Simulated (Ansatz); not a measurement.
# Hf3Te: the cost of one run

Method: DFT PBE, scalar-relativistic, plane waves, PAW, in Ansatz 0.2.0.

## 1. The system as given

The structure is cubic, space group Pm-3m (No. 221). The conventional cell has a = 4.473 Å, b = 4.473 Å, c = 4.473 Å, α = 90.00°, β = 90.00°, γ = 90.00°. Hf (site symmetry 4/mmm) is surrounded by 8 Hf at 3.16 Å and 4 Te at 3.16 Å. Te (site symmetry m-3m) is surrounded by 12 Hf at 3.16 Å.

Coordinates:

```xyz
4
Lattice="4.4733 0.0000 0.0000 0.0000 4.4733 0.0000 0.0000 0.0000 4.4733" Properties=species:S:1:pos:R:3 pbc="T T T"
Hf    0.0000    2.2367    2.2367
Hf    2.2367    0.0000    2.2367
Hf    2.2367    2.2367    0.0000
Te    0.0000    0.0000    0.0000
```

(A quick probe on a coarse mesh, which set the mesh and smearing, is not shown.)

## 3. Full relaxation

Input file input.yaml:

```yaml
crystal:
  lattice:
    - [4.4733156694, 0.0, 0.0]
    - [0.0, 4.4733156694, 0.0]
    - [0.0, 0.0, 4.4733156694]
  atoms:
    - { symbol: Hf, position: [0.0, 0.5, 0.5] }
    - { symbol: Hf, position: [0.5, 0.0, 0.5] }
    - { symbol: Hf, position: [0.5, 0.5, 0.0] }
    - { symbol: Te, position: [0.0, 0.0, 0.0] }
basis:
  ecutwfc: 420
kpoints:
  mp_grid: { grid: [10, 10, 10] }
hamiltonian:
  xc: pbe
scf:
  occupations: { method: gaussian, width: 0.1 }
output:
  forces: true
  stress: true
  eigenvalues: true
relax:
  adjacent_minimum: "off"
  f_tol: 0.01
  max_steps: 80
  cell: { stress_tol: 0.05 }
```

Launch:

```
ansatz run input.yaml --threads 1 --pin off --max-ram 2560MiB --backend cpu --events-out ev --progress --plain --runs-dir out
```

Q: Estimate wall time and peak memory on 1 thread of an x86-64 CPU, shared host.

About 2.5 min, with a peak of 0.54 GiB.
